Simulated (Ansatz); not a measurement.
# Al2InSb3: the cost of one run

Method: DFT PBE, scalar-relativistic, plane waves, PAW, in Ansatz 0.2.0.

## 1. The system as given

Symmetry: P3m1, No. 156, trigonal system. The conventional cell has a = 4.481 Å, b = 4.481 Å, c = 22.174 Å, α = 90.00°, β = 90.00°, γ = 120.00°. Around Al (site symmetry 3m) lie 4 Sb at 2.71 to 2.73 Å. Al (site symmetry 3m) is surrounded by 4 Sb at 2.70 to 2.72 Å. Around Al (site symmetry 3m) lie 4 Sb at 2.70 to 2.73 Å. Around In (site symmetry 3m) lie 4 Sb at 2.81 to 2.87 Å. Sb (site symmetry 3m) has 3 Al at 2.73 Å and 1 In at 2.87 Å in its first shell of neighbours. Sb (site symmetry 3m) has 4 Al at 2.71 to 2.73 Å in its first shell of neighbours. Only part of the 12 independent sites is listed.

Structure file:

```cif
data_structure
_symmetry_space_group_name_H-M 'P3m1'
_symmetry_Int_Tables_number 156
_cell_length_a 4.4806
_cell_length_b 4.4806
_cell_length_c 22.1742
_cell_angle_alpha 90.000
_cell_angle_beta 90.000
_cell_angle_gamma 120.000
_cell_volume 385.53
loop_
_atom_site_label
_atom_site_type_symbol
_atom_site_symmetry_multiplicity
_atom_site_Wyckoff_symbol
_atom_site_fract_x
_atom_site_fract_y
_atom_site_fract_z
_atom_site_occupancy
Al1 Al 1 a 0.00000 0.00000 0.50011 1
Al2 Al 1 c 0.66667 0.33333 0.99973 1
Al3 Al 1 c 0.66667 0.33333 0.33841 1
Al4 Al 1 c 0.66667 0.33333 0.66143 1
In1 In 1 a 0.00000 0.00000 0.17038 1
In2 In 1 a 0.00000 0.00000 0.83195 1
Sb1 Sb 1 a 0.00000 0.00000 0.29961 1
Sb2 Sb 1 a 0.00000 0.00000 0.62233 1
Sb3 Sb 1 a 0.00000 0.00000 0.96119 1
Sb4 Sb 1 c 0.66667 0.33333 0.12138 1
Sb5 Sb 1 c 0.66667 0.33333 0.46072 1
Sb6 Sb 1 c 0.66667 0.33333 0.78297 1
```

It is the end of an earlier relaxation with the same method, from a generated guess; it is a trial structure. At a tolerance of 0.02 Å it has space group P3m1 (No. 156); it has 32.13 Å³/atom, an uncorrected energy of -0.13 eV/atom over the elements.

## 2. Bands, states and charges

The input, input.yaml:

```yaml
crystal:
  lattice:
    - [4.480617454, -2.89e-08, 0.0]
    - [-2.240308702, 3.8803285543, 0.0]
    - [0.0, 0.0, 22.1742448]
  atoms:
    - { symbol: Al, position: [0.0, 0.0, 0.500111] }
    - { symbol: Al, position: [0.6666666667, 0.3333333333, 0.999731] }
    - { symbol: Al, position: [0.6666666667, 0.3333333333, 0.338405] }
    - { symbol: Al, position: [0.6666666667, 0.3333333333, 0.661426] }
    - { symbol: In, position: [0.0, 0.0, 0.170383] }
    - { symbol: In, position: [0.0, 0.0, 0.831946] }
    - { symbol: Sb, position: [0.0, 0.0, 0.299609] }
    - { symbol: Sb, position: [0.0, 0.0, 0.622329] }
    - { symbol: Sb, position: [0.0, 0.0, 0.961188] }
    - { symbol: Sb, position: [0.6666666667, 0.3333333333, 0.121384] }
    - { symbol: Sb, position: [0.6666666667, 0.3333333333, 0.460715] }
    - { symbol: Sb, position: [0.6666666667, 0.3333333333, 0.782972] }
basis:
  ecutwfc: 420
kpoints:
  mp_grid: { grid: [12, 12, 2] }
  band_path:
    path:
      - [[0.0, 0.0, 0.0], [0.5, 0.0, 0.0], [0.33333333, 0.33333333, 0.0], [0.0, 0.0, 0.0], [0.0, 0.0, 0.5], [0.5, 0.0, 0.5], [0.33333333, 0.33333333, 0.5], [0.0, 0.0, 0.5]]
      - [[0.5, 0.0, 0.5], [0.5, 0.0, 0.0]]
      - [[0.33333333, 0.33333333, 0.5], [0.33333333, 0.33333333, 0.0]]
    npoints: 10
hamiltonian:
  xc: pbe
scf:
  occupations: { method: gaussian, width: 0.02 }
  n_extra_bands: 30
output:
  forces: true
  stress: true
  eigenvalues: true
  populations: true
  dos: { projected: true, de: 0.02, nscf_kmesh: { grid: [18, 18, 3] } }
  bader: false
  write_density: true
  write_potential: true
  elf: true
  volumetric_format: npy
```

On the command line:

```bash
> ansatz run input.yaml --threads 4 --pin off --max-ram 8192MiB --backend cpu --events-out ev --progress --plain --runs-dir out
```

Q: Estimate wall time and peak memory on 4 threads of Intel Xeon 6975P-C (Granite Rapids), shared host.

About 98 s, with a peak of 2.8 GiB.
